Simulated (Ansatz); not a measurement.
# Cl4HOTa: a ladder of functionals and wavefunction methods

One table from this session's results is given with a row withheld; the runs are named, their logs left out.

Computed with Ansatz 0.2.0, Gaussian basis. Level: functionals in def2-TZVPP, the program's frozen cores in correlated methods.

The runs, in order: LDA (SPW92), PBE-D4, revPBE-D4, BLYP-D4, r2SCAN-D4, B97M-V, PBE0-D4, B3LYP-D4, r2SCANh-D4, r2SCAN0-D4, HSE06-D4, BHLYP-D4, CAM-B3LYP-D4, LC-ωPBE, ωB97X-V, ωB97M-V, B2PLYP, PBE-QIDH; CCSD(T)/def2-SVP; CCSD(T)/def2-TZVPP; MP2/def2-QZVPP; extrapolation to the limit; RPA on PBE.

## Structure used throughout

The geometry comes from an earlier relaxation with PBE0-D4 in a triple-zeta def2 set; it is a stationary point, not always the lowest conformer. Ta takes the def2 core potential; no spin-orbit term is included.

SMILES `[OH][Ta]([Cl])([Cl])([Cl])[Cl]`, 7 atoms, charge 0, spin multiplicity 1.

Atoms are counted from 1 here; the program's logs count them from 0.

Bond lengths: O1–Ta2 1.857 Å, O1–H7 0.955 Å, Ta2–Cl3 2.290 Å, Ta2–Cl4 2.291 Å, Ta2–Cl5 2.335 Å, Ta2–Cl6 2.290 Å. Angles: Ta2–O1–H7 179.5°, O1–Ta2–Cl3 90.7°, O1–Ta2–Cl4 90.6°, O1–Ta2–Cl5 179.9°, O1–Ta2–Cl6 90.8°, Cl3–Ta2–Cl4 120.1°, Cl3–Ta2–Cl5 89.3°, Cl3–Ta2–Cl6 119.9°, Cl4–Ta2–Cl5 89.3°, Cl4–Ta2–Cl6 120.0°, Cl5–Ta2–Cl6 89.4°.

Set-up of the first run:

in.yaml

```yaml
crystal:
  periodic: [false, false, false]
  atoms:
    - {symbol: O, position_ang: [0.209338, -1.317573, 0.772983]}
    - {symbol: Ta, position_ang: [-0.032495, 0.265389, -0.168166]}
    - {symbol: Cl, position_ang: [2.081366, 0.105197, -1.034872]}
    - {symbol: Cl, position_ang: [-1.806333, -0.646055, -1.294755]}
    - {symbol: Cl, position_ang: [-0.337676, 2.252754, -1.355605]}
    - {symbol: Cl, position_ang: [-0.383147, 1.408255, 1.784827]}
    - {symbol: H, position_ang: [0.330246, -2.135966, 1.249987]}
basis:
  gaussian: {orbitals: def2-TZVPP}
hamiltonian: {xc: lda}
output: {orbitals: {seedname: orbitals}}
```

On the command line:

```sh
$ ansatz run in.yaml --threads 4 --pin off --events-out ev --progress --plain --max-ram 11315MiB
```

Among the steps run: LDA; PBE-D4 (GGA); revPBE-D4 (GGA); BLYP-D4 (GGA); r2SCAN-D4 (meta-GGA); B97M-V (meta-GGA); PBE0-D4 (hybrid); B3LYP-D4 (hybrid); r2SCANh-D4 (hybrid); r2SCAN0-D4 (hybrid); HSE06-D4 (hybrid); BHLYP-D4 (hybrid); CAM-B3LYP-D4 (range-separated); LC-ωPBE (range-separated); ωB97X-V (range-separated); ωB97M-V (range-separated); B2PLYP (double hybrid); PBE-QIDH (double hybrid).

One table of the session follows, with a row left open; its other results are not shown here.

It belongs to the step «Orbital energies across the functionals». 

| functional | HOMO (eV) | LUMO (eV) | gap (eV) |
| --- | --- | --- | --- |
| LDA (SPW92) | -7.60 | -3.66 | 3.94 |
| PBE-D4 | -7.44 | -3.44 | 4.00 |
| revPBE-D4 | -7.38 | -3.36 | 4.02 |
| BLYP-D4 | -7.26 | -3.30 | 3.96 |
| r2SCAN-D4 | -7.81 | -3.40 | 4.41 |
| B97M-V | -7.89 | -3.35 | 4.55 |
| PBE0-D4 | -8.82 | -2.75 | 6.07 |
| B3LYP-D4 | -8.53 | -2.93 | 5.60 |
| r2SCANh-D4 | -8.31 | -3.13 | 5.18 |
| r2SCAN0-D4 | -9.07 | -2.72 | 6.35 |
| HSE06-D4 | -8.42 | -3.13 | 5.29 |
| BHLYP-D4 | -10.04 | -1.87 | 8.17 |
| CAM-B3LYP-D4 | -10.14 | -1.71 | 8.44 |
| LC-ωPBE | ? | ? | ? |
| ωB97X-V | -11.19 | -0.71 | 10.48 |
| ωB97M-V | -11.02 | -0.73 | 10.29 |

Q: Estimate the row for LC-ωPBE from the others.

The run gave: HOMO (eV): -11.57; LUMO (eV): -0.66; gap (eV): 10.91. In the column «HOMO (eV)» it is the lowest.
